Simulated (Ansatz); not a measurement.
# C2H8OSi (SMILES CC[SiH2]O) at B2PLYP/cc-pVDZ

Aim: the electronic atomisation energy of C2H8OSi at B2PLYP/cc-pVDZ, from 5 runs. 

The results are computed with Ansatz 0.2.0.

73 further runs of the same task are left out: 73 set aside as unsound or not needed.

## Step 1: The molecule

C2H8OSi: 12 atoms, total charge 0, spin state singlet. SMILES: `CC[SiH2]O`. The shape is that of a PBE0-D4/def2-TZVP optimisation. This is one conformer, not always the lowest.

Bond lengths: C1–C2 1.526 Å, C2–Si3 1.868 Å, Si3–O4 1.653 Å, C1–H5 1.094 Å, C1–H6 1.093 Å, C1–H7 1.093 Å, C2–H8 1.096 Å, C2–H9 1.097 Å, Si3–H10 1.494 Å, Si3–H11 1.484 Å, O4–H12 0.957 Å. Some angles: C1–C2–Si3 113.6°, C2–Si3–O4 112.4°, C1–C2–H8 110.5°, C1–C2–H9 110.5°, Si3–C2–H8 108.4°, Si3–C2–H9 107.5°, C2–C1–H5 111.5°, C2–C1–H6 111.3°, C2–C1–H7 111.8°, C2–Si3–H10 108.7°.

## Step 2: The energy at B2PLYP/cc-pVDZ

The input, input.yaml:

```yaml
crystal:
  periodic: [false, false, false]
  atoms:
    - symbol: C
      position_ang: [-1.462000, -0.315100, -0.130400]
    - symbol: C
      position_ang: [-0.193100, -0.595200, 0.670600]
    - symbol: Si
      position_ang: [1.348100, 0.138200, -0.088600]
    - symbol: O
      position_ang: [1.258000, 1.782700, -0.229600]
    - symbol: H
      position_ang: [-1.384700, -0.701300, -1.150800]
    - symbol: H
      position_ang: [-1.659100, 0.758300, -0.198700]
    - symbol: H
      position_ang: [-2.341400, -0.775300, 0.326800]
    - symbol: H
      position_ang: [-0.292100, -0.210900, 1.691700]
    - symbol: H
      position_ang: [-0.031100, -1.675800, 0.767200]
    - symbol: H
      position_ang: [1.555800, -0.473500, -1.435500]
    - symbol: H
      position_ang: [2.530600, -0.124900, 0.769100]
    - symbol: H
      position_ang: [0.748100, 2.137600, -0.957900]
basis:
  gaussian: {orbitals: cc-pVDZ}
hamiltonian: {xc: {name: B2PLYP}}
correlation: {frozen_orbitals: {C: 1, H: 0, O: 1, Si: 5}}
accuracy: high
output: {orbitals: {seedname: orbitals}}
```

Started as:

```bash
ansatz run input.yaml --threads 1 --pin off --max-ram 3480MiB --events-out events.jsonl --progress --plain --runs-dir runs
```

The log of the run:

```text
Warning: RAYON_NUM_THREADS=1 ignored (pool sized by the plan → 1); use --threads N
Functional definition: B2PLYP
  name "B2PLYP"
  parameter a = 0.53
  parameter c = 0.27
  exchange = (1 - a)*b88_x + a*exact_x
  correlation = (1 - c)*lyp_c + c*(mp2_os + mp2_ss)
2427 factors; integrals over basis functions are off by at most 3.9e-9 eV
mean field evaluation 1: about -12111.1611 eV, gradient 5.2e1 eV
mean field evaluation 2: about -12111.6268 eV, gradient 5.2e1 eV
mean field evaluation 4: about -12117.0046 eV, gradient 4.5e0 eV
mean field evaluation 8: about -12117.0604 eV, gradient 3.6e-1 eV
mean field evaluation 16: about -12117.0607 eV, gradient 4.5e-5 eV
mean field -12117.06066032 eV, -445.2937660281 hartree, gradient 6.1e-8 eV, S^2 0.000000; 0 other end points of the search recorded, 0 dependent functions left out
8 core orbitals not correlated: weight in the atoms' cores, before any rotation towards them, 1.000 or more for the frozen orbitals, at most 0.000 for the correlated occupied ones
reference -12117.06068863 eV, -445.2937670683 hartree; 13, 13 occupied and 79, 79 virtual orbitals, 2427 factors
second order -19.26687295 eV of doubles, -0.00000000 eV of singles
Total energy: -12122.26274432 eV, -445.4849390891 hartree
```

It took 5.4 s on 1 thread of AMD EPYC 9R45 (Zen 5), shared host; peak memory 0.39 GiB.

## Step 3: The C atom

The input, input.yaml:

```yaml
crystal:
  periodic: [false, false, false]
  atoms:
    - symbol: C
      position_ang: [0.000000, 0.000000, 0.000000]
basis:
  gaussian: {orbitals: cc-pVDZ}
magnetization: {spin_polarized: true, initial_magnetization: 2}
hamiltonian: {xc: {name: B2PLYP}}
correlation: {frozen_orbitals: {C: 1}}
accuracy: high
```

Run the same way, it converges to -37.81596 Eh (log not shown).

## Step 4: The H atom, same level

The input, run.yaml:

```yaml
crystal:
  periodic: [false, false, false]
  atoms:
    - {symbol: H, position_ang: [0.000000, 0.000000, 0.000000]}
basis:
  gaussian: {orbitals: cc-pVDZ}
magnetization: {spin_polarized: true, initial_magnetization: 1}
hamiltonian: {xc: {name: B2PLYP}}
correlation: {frozen_orbitals: {H: 0}}
accuracy: high
```

Run the same way, it converges to -0.49793 Eh (log not shown).

## Step 5: The O atom, same level

The input, job.yaml:

```yaml
crystal:
  periodic: [false, false, false]
  atoms:
    - {symbol: O, position_ang: [0.000000, 0.000000, 0.000000]}
basis:
  gaussian:
    orbitals: cc-pVDZ
magnetization:
  spin_polarized: true
  initial_magnetization: 2
hamiltonian:
  xc: {name: B2PLYP}
correlation:
  frozen_orbitals: {O: 1}
accuracy: high
```

Run the same way, it converges to -75.01415 Eh (log not shown).

## Step 6: The Si atom, same level

The input, run.yaml:

```yaml
crystal:
  periodic: [false, false, false]
  atoms:
    - {symbol: Si, position_ang: [0.000000, 0.000000, 0.000000]}
basis:
  gaussian:
    orbitals: cc-pVDZ
magnetization:
  spin_polarized: true
  initial_magnetization: 2
hamiltonian:
  xc: {name: B2PLYP}
correlation:
  frozen_orbitals: {Si: 5}
accuracy: high
```

Run the same way, it converges to -289.24800 Eh (log not shown).

## Step 7: Outcome

Level: B2PLYP/cc-pVDZ, 8 core orbitals frozen.

```
                                     quantity          value
                       molecule: total energy  -445.48494 Eh
  molecule: HOMO energy (SCF part's orbitals)       -9.15 eV
  molecule: LUMO energy (SCF part's orbitals)        2.14 eV
molecule: HOMO–LUMO gap (SCF part's orbitals)       11.29 eV
                         C atom: total energy   -37.81596 Eh
                                 C atom: ⟨S²⟩          2.004
                         H atom: total energy    -0.49793 Eh
                                 H atom: ⟨S²⟩          0.750
                         O atom: total energy   -75.01415 Eh
                                 O atom: ⟨S²⟩          2.003
                        Si atom: total energy  -289.24800 Eh
                                Si atom: ⟨S²⟩          2.006
                electronic atomisation energy      43.741 eV
```

**Reading.** Taking the molecule apart into free atoms costs 43.74 eV (4220 kJ/mol), before zero-point energy and without spin-orbit coupling.
